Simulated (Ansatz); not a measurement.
The system is Ba2Tl5V3O12.

```
CELL_PARAMETERS angstrom
4.23698 2.44622 6.12840
-4.23698 2.44622 6.12840
0.00000 -4.89244 6.12840
ATOMIC_POSITIONS crystal
Ba 0.50000 0.50000 0.50000
Ba 0.00000 0.00000 0.00000
V 0.50000 0.50000 0.00000
V 0.00000 0.50000 0.50000
V 0.50000 0.00000 0.50000
Tl 0.00000 0.00000 0.50000
Tl 0.50000 0.00000 0.00000
Tl 0.00000 0.50000 0.00000
Tl 0.74045 0.74045 0.74045
Tl 0.25955 0.25955 0.25955
O 0.71652 0.08089 0.41242
O 0.41242 0.71652 0.08089
O 0.08089 0.41242 0.71652
O 0.58757 0.91911 0.28348
O 0.91911 0.28348 0.58757
O 0.28348 0.58757 0.91911
O 0.28348 0.91911 0.58757
O 0.58757 0.28348 0.91911
O 0.91911 0.58757 0.28348
O 0.41242 0.08089 0.71652
O 0.08089 0.71652 0.41242
O 0.71652 0.41242 0.08089
```

The cell was built by a generator and needn't be a form met in nature.

Base run:

```yaml
Program: Ansatz 0.2.0
Functional: PBE
Potentials_or_basis: Ansatz PAW
Cutoff: "420 eV (not typed: the program's choice for these potentials)"
k_mesh: 4 × 4 × 4
Occupations: fermi-dirac, width 0.05 eV
Spin: collinear spin, ferromagnetic start
Starting_moments: "[0.0, 0.0, 2.0, 2.0, 2.0, 0.0, 0.0, 0.0, 0.0, 0.0, 0.0, 0.0, 0.0, 0.0, 0.0, 0.0, 0.0, 0.0, 0.0, 0.0, 0.0, 0.0] μB"
```

Its results: band gap on the k mesh none (metal or under the smearing width); pressure 0.0 GPa; net moment 1.10 μB per cell; site moments Ba +0.00, -0.00; V +0.23; Tl -0.00, +0.02; O -0.01 μB; largest force 0.017 eV/Å.

Question: The run is repeated on the same cell with these changes: potentials or basis from Ansatz PAW to JTH PAW; cutoff from 420 eV (not typed: the program's choice for these potentials) to 1800 eV (not typed: the program's choice for these potentials). What comes out?

Answer: Band gap on the k mesh none (metal or under the smearing width); pressure 0.5 GPa; net moment 1.09 μB per cell; site moments Ba +0.00, -0.00; V +0.23; Tl -0.00, +0.02; O -0.01 μB; largest force 0.111 eV/Å.

Caveats: semilocal functionals often make such compounds metallic where correlation or magnetic order opens a gap, which also shifts bond lengths; this barium file gives pressures and gaps apart from those of other sets (some runs).
